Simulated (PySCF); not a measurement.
# [SnH2]+: a ladder of methods

How much do the numbers for [SnH2]+ (doublet) hang on the method? All levels run at one geometry, the PBE0 minimum.

Computed with PySCF 2.14.0. Level: several methods, basis Sn def2-TZVP with ECP28, H def2-TZVP, scalar-relativistic core potentials, no spin–orbit coupling, density fitting.

**1. The system as given**

3 atoms, charge 1, spin multiplicity 2.

Bond lengths: Sn1–H2 1.725 Å, Sn1–H3 1.725 Å. Angles: H2–Sn1–H3 120.1°.

```xyz
3
charge 1 multiplicity 2
Sn    0.0000    0.0000   -0.0138
H     1.4952    0.0000    0.8468
H    -1.4952    0.0000    0.8468
```

**2. CCSD(T)**

One driver script runs all steps and calls PySCF; scf.py shows the equivalent input of each level. Each SCF starts from the density of the minimum. The driver also runs the species with one electron less or more at the same geometry (one less: multiplicity 1, one more: multiplicity 1); their logs are not shown.

Input file scf.py:

```python
from pyscf import gto, scf, dft
mol = gto.M(atom='''
Sn     0.000000     0.000000    -0.013828
H      1.495185     0.000000     0.846834
H     -1.495185     0.000000     0.846834''',
    basis={'Sn': 'def2-TZVP', 'H': 'def2-TZVP'},
    ecp={'Sn': 'def2-TZVP'},
    charge=1, spin=1)
mf = scf.UHF(mol)
aux = {'Sn': 'def2-universal-JKFIT', 'H': 'def2-universal-JKFIT'}
mf = mf.density_fit(auxbasis=aux)
mf.conv_tol = 1e-08
mf.diis_space = 10
mf.max_cycle = 60
mf.verbose = 4
mf.kernel()
from pyscf import cc
mycc = cc.CCSD(mf, frozen=4).run()
mycc.ccsd_t()
```

On the command line:

```bash
$ OMP_NUM_THREADS=4 python axn.py task.json out
```

The program printed:

```text
init E= -214.184321779283
[... the frontier-level lines of each cycle are left out ...]
cycle= 1 E= -214.194921991922  delta_E= -0.0106  |g|= 0.0341  |ddm|= 0.37
cycle= 2 E= -214.196059638815  delta_E= -0.00114  |g|= 0.0118  |ddm|= 0.118
cycle= 3 E= -214.196270294939  delta_E= -0.000211  |g|= 0.005  |ddm|= 0.0384
cycle= 4 E= -214.196307402137  delta_E= -3.71e-05  |g|= 0.00162  |ddm|= 0.0185
cycle= 5 E= -214.196314693439  delta_E= -7.29e-06  |g|= 0.00058  |ddm|= 0.00676
cycle= 6 E= -214.196315816489  delta_E= -1.12e-06  |g|= 0.000262  |ddm|= 0.00228
cycle= 7 E= -214.196316071924  delta_E= -2.55e-07  |g|= 0.000102  |ddm|= 0.0014
cycle= 8 E= -214.19631610387  delta_E= -3.19e-08  |g|= 4.03e-05  |ddm|= 0.000514
cycle= 9 E= -214.196316109059  delta_E= -5.19e-09  |g|= 8.14e-06  |ddm|= 0.000253
Extra cycle  E= -214.196316109162  delta_E= -1.03e-10  |g|= 4.22e-06  |ddm|= 1.35e-05
converged SCF energy = -214.196316109162  <S^2> = 0.76322926  2S+1 = 2.0131858
CCSD nocc = (np.int64(8), np.int64(7)), nmo = (58, 58)
Init t2, MP2 energy = -0.274114349250282
UCCSD converged
E(UCCSD) = -214.4809498484515  E_corr = -0.2846337392897138
UCCSD(T) correction = -0.00622072377756328
```

This level, with the species of one electron less or more, needed 14 s of wall time on 4 threads of Arm Neoverse V2, shared host.

| Item | Value |
| --- | --- |
| energy | -214.487171 Eh |
| one electron less (charge +2) | -213.901936 Eh (singlet, ⟨S²⟩ 0.00) |
| one electron more (charge +0) | -214.785151 Eh (singlet, ⟨S²⟩ 0.00) |
| MP2 correlation in its own fitting basis (same spin, opposite spin) | -0.27435 Eh (-0.08857, -0.18579) |
| CCSD, (T) | -0.28463, -0.00622 Eh; T1 0.017, D1 0.062 |

**3. HF**

scf.py: that of step 2 with these lines changed.

```diff
@@ -17,3 +16,0 @@
-from pyscf import cc
-mycc = cc.CCSD(mf, frozen=4).run()
-mycc.ccsd_t()
```

The SCF cycles repeat those of step 2.

This level, with the species of one electron less or more, took under 0.5 s.

* energy: -214.196316 Eh
* one electron less (charge +2): -213.619592 Eh (singlet, ⟨S²⟩ 0.00)
* one electron more (charge +0): -214.458248 Eh (singlet, ⟨S²⟩ 0.00)
* Mulliken charge of Sn1: +0.78 e

**4. PBE0**

scf.py: that of step 3 with these lines changed.

```diff
@@ -9 +9,2 @@
-mf = scf.UHF(mol)
+mf = dft.UKS(mol, xc='PBE0')
+mf.grids.atom_grid = (75, 302)
```

The program printed:

```text
init E= -215.144236609979
[... the frontier-level lines of each cycle are left out ...]
cycle= 1 E= -215.144236609982  delta_E= -3.21e-12  |g|= 3.4e-06  |ddm|= 1.02e-05
Extra cycle  E= -215.144236609982  delta_E= -5.68e-14  |g|= 2.87e-06  |ddm|= 8.08e-06
converged SCF energy = -215.144236609982  <S^2> = 0.75400242  2S+1 = 2.0039984
```

This level, with the species of one electron less or more, took 0.6 s.

```
energy                        : -215.144237 Eh
one electron less (charge +2) : -214.551418 Eh (singlet, ⟨S²⟩ 0.00)
one electron more (charge +0) : -215.440649 Eh (singlet, ⟨S²⟩ 0.00)
Mulliken charge of Sn1        : +0.75 e
```

**5. PBE**

scf.py: that of step 4 with these lines changed.

```diff
@@ -9 +9 @@
-mf = dft.UKS(mol, xc='PBE0')
+mf = dft.UKS(mol, xc='PBE')
```

The program printed:

```text
init E= -215.132444360606
[... the frontier-level lines of each cycle are left out ...]
cycle= 1 E= -215.133822128517  delta_E= -0.00138  |g|= 0.0188  |ddm|= 0.18
cycle= 2 E= -215.133845181104  delta_E= -2.31e-05  |g|= 0.0164  |ddm|= 0.0397
cycle= 3 E= -215.133914094748  delta_E= -6.89e-05  |g|= 0.00101  |ddm|= 0.0191
cycle= 4 E= -215.13391459109  delta_E= -4.96e-07  |g|= 0.000157  |ddm|= 0.00198
cycle= 5 E= -215.133914609631  delta_E= -1.85e-08  |g|= 8.53e-05  |ddm|= 0.000469
cycle= 6 E= -215.133914613878  delta_E= -4.25e-09  |g|= 1.57e-05  |ddm|= 0.000157
Extra cycle  E= -215.133914613859  delta_E= 1.98e-11  |g|= 1.81e-05  |ddm|= 5.49e-05
converged SCF energy = -215.133914613859  <S^2> = 0.75202764  2S+1 = 2.0020266
```

This level, with the species of one electron less or more, took 1.4 s.

```
energy                        : -215.133915 Eh
one electron less (charge +2) : -214.543849 Eh (singlet, ⟨S²⟩ 0.00)
one electron more (charge +0) : -215.430816 Eh (singlet, ⟨S²⟩ 0.00)
Mulliken charge of Sn1        : +0.78 e
```

**6. B3LYP**

scf.py: that of step 5 with these lines changed.

```diff
@@ -9 +9 @@
-mf = dft.UKS(mol, xc='PBE')
+mf = dft.UKS(mol, xc='B3LYP')
```

The program printed:

```text
init E= -215.218166222752
[... the frontier-level lines of each cycle are left out ...]
cycle= 1 E= -215.218724550629  delta_E= -0.000558  |g|= 0.0075  |ddm|= 0.111
cycle= 2 E= -215.218745092926  delta_E= -2.05e-05  |g|= 0.00631  |ddm|= 0.0272
cycle= 3 E= -215.218758254377  delta_E= -1.32e-05  |g|= 0.000665  |ddm|= 0.00858
cycle= 4 E= -215.218759191808  delta_E= -9.37e-07  |g|= 0.000346  |ddm|= 0.00265
cycle= 5 E= -215.218759313223  delta_E= -1.21e-07  |g|= 9.61e-05  |ddm|= 0.000873
cycle= 6 E= -215.21875932629  delta_E= -1.31e-08  |g|= 3.6e-05  |ddm|= 0.000356
cycle= 7 E= -215.218759327476  delta_E= -1.19e-09  |g|= 4.9e-06  |ddm|= 8.18e-05
Extra cycle  E= -215.218759327489  delta_E= -1.28e-11  |g|= 3.76e-06  |ddm|= 1.32e-05
converged SCF energy = -215.218759327489  <S^2> = 0.75396236  2S+1 = 2.0039584
```

This level, with the species of one electron less or more, needed 1.2 s of wall time on 4 threads of Arm Neoverse V2, shared host.

| Quantity | Value |
| --- | --- |
| energy | -215.218759 Eh |
| one electron less (charge +2) | -214.622573 Eh (singlet, ⟨S²⟩ 0.00) |
| one electron more (charge +0) | -215.520669 Eh (singlet, ⟨S²⟩ 0.00) |
| Mulliken charge of Sn1 | +0.81 e |

**7. r2SCAN**

scf.py: that of step 6 with these lines changed.

```diff
@@ -9,2 +9,2 @@
-mf = dft.UKS(mol, xc='B3LYP')
-mf.grids.atom_grid = (75, 302)
+mf = dft.UKS(mol, xc='R2SCAN')
+mf.grids.atom_grid = (90, 434)
```

The program printed:

```text
init E= -215.217554475208
[... the frontier-level lines of each cycle are left out ...]
cycle= 1 E= -215.218160657035  delta_E= -0.000606  |g|= 0.00485  |ddm|= 0.134
cycle= 2 E= -215.218166355257  delta_E= -5.7e-06  |g|= 0.00397  |ddm|= 0.00909
cycle= 3 E= -215.218170847917  delta_E= -4.49e-06  |g|= 0.000544  |ddm|= 0.00566
cycle= 4 E= -215.218171171667  delta_E= -3.24e-07  |g|= 0.000234  |ddm|= 0.00146
cycle= 5 E= -215.218171237983  delta_E= -6.63e-08  |g|= 6.86e-05  |ddm|= 0.000701
cycle= 6 E= -215.218171244009  delta_E= -6.03e-09  |g|= 3.35e-05  |ddm|= 0.000197
Extra cycle  E= -215.218171244394  delta_E= -3.84e-10  |g|= 2.96e-05  |ddm|= 7.2e-05
converged SCF energy = -215.218171244394  <S^2> = 0.75550522  2S+1 = 2.0054977
```

This level, with the species of one electron less or more, took 2.9 s.

```
energy                        : -215.218171 Eh
one electron less (charge +2) : -214.620969 Eh (singlet, ⟨S²⟩ 0.00)
one electron more (charge +0) : -215.513749 Eh (singlet, ⟨S²⟩ 0.00)
Mulliken charge of Sn1        : +0.78 e
```

**8. wB97X**

scf.py: that of step 7 with these lines changed.

```diff
@@ -9,2 +9,2 @@
-mf = dft.UKS(mol, xc='R2SCAN')
-mf.grids.atom_grid = (90, 434)
+mf = dft.UKS(mol, xc='WB97X')
+mf.grids.atom_grid = (75, 302)
```

The program printed:

```text
init E= -215.177451272833
[... the frontier-level lines of each cycle are left out ...]
cycle= 1 E= -215.178255943857  delta_E= -0.000805  |g|= 0.00636  |ddm|= 0.0842
cycle= 2 E= -215.178300487419  delta_E= -4.45e-05  |g|= 0.00186  |ddm|= 0.0174
cycle= 3 E= -215.178305427249  delta_E= -4.94e-06  |g|= 0.00101  |ddm|= 0.00575
cycle= 4 E= -215.178306175569  delta_E= -7.48e-07  |g|= 0.000252  |ddm|= 0.00148
cycle= 5 E= -215.178306356176  delta_E= -1.81e-07  |g|= 9.2e-05  |ddm|= 0.00087
cycle= 6 E= -215.178306380476  delta_E= -2.43e-08  |g|= 3.89e-05  |ddm|= 0.00044
cycle= 7 E= -215.1783063835  delta_E= -3.02e-09  |g|= 8.8e-06  |ddm|= 0.000172
Extra cycle  E= -215.178306383625  delta_E= -1.25e-10  |g|= 4.84e-06  |ddm|= 2.69e-05
converged SCF energy = -215.178306383625  <S^2> = 0.75521214  2S+1 = 2.0052054
```

This level, with the species of one electron less or more, took 1.4 s.

```
energy                        : -215.178306 Eh
one electron less (charge +2) : -214.588131 Eh (singlet, ⟨S²⟩ 0.00)
one electron more (charge +0) : -215.481577 Eh (singlet, ⟨S²⟩ 0.00)
Mulliken charge of Sn1        : +0.77 e
```

The dipole of an ion depends on the origin, here the centre of mass.

**9. The ladder**

| level | vertical ionisation energy (eV) | vertical electron affinity (eV) | −ε(HOMO) (eV) | gap (eV) | dipole (D) | wall time |
| --- | --- | --- | --- | --- | --- | --- |
| CCSD(T) | 15.93 | 8.11 | – | – | – | 14 s |
| HF | 15.69 | 7.13 | 16.22 | 9.67 | 0.10 | under 0.5 s |
| PBE0 | 16.13 | 8.07 | 13.55 | 3.23 | 0.24 | 0.6 s |
| PBE | 16.06 | 8.08 | 12.48 | 1.19 | 0.27 | 1.4 s |
| B3LYP | 16.22 | 8.22 | 13.36 | 2.58 | 0.21 | 1.2 s |
| r2SCAN | 16.25 | 8.04 | 12.88 | 2.01 | 0.24 | 2.9 s |
| wB97X | 16.06 | 8.25 | 15.62 | 6.86 | 0.25 | 1.4 s |

Times are for 4 threads of Arm Neoverse V2, shared host; PBE0 starts from its own converged density, so its time is not comparable. A dash stands where a species or a free atom was not run at that level, or the quantity is not defined.

**10. Summary of results**

```
                                    quantity                       value
         vertical ionisation energy, CCSD(T)                    15.93 eV
         vertical electron affinity, CCSD(T)                     8.11 eV
                          orbital gap, range  1.19 (PBE) to 9.67 (HF) eV
                                      T1, D1                0.017, 0.062
T1, D1 of the species with one electron less                0.019, 0.066
T1, D1 of the species with one electron more                0.015, 0.046
```

**Reading.** Against CCSD(T), the vertical ionisation energy is best met by PBE (+0.13 eV) and worst by r2SCAN (+0.33 eV). CCSD(T) took 14 s, about 10 times as long as PBE (1.4 s), which misses it by 0.13 eV. For the vertical electron affinity, PBE comes nearest to CCSD(T) (-0.03 eV) and HF is farthest (-0.98 eV). The PBE orbital energy is a poor guide to ionisation (12.5 eV, 3.4 eV too small); the difference of PBE energies gives 16.1 eV. Spin–orbit coupling, left out here, can matter for elements this heavy.
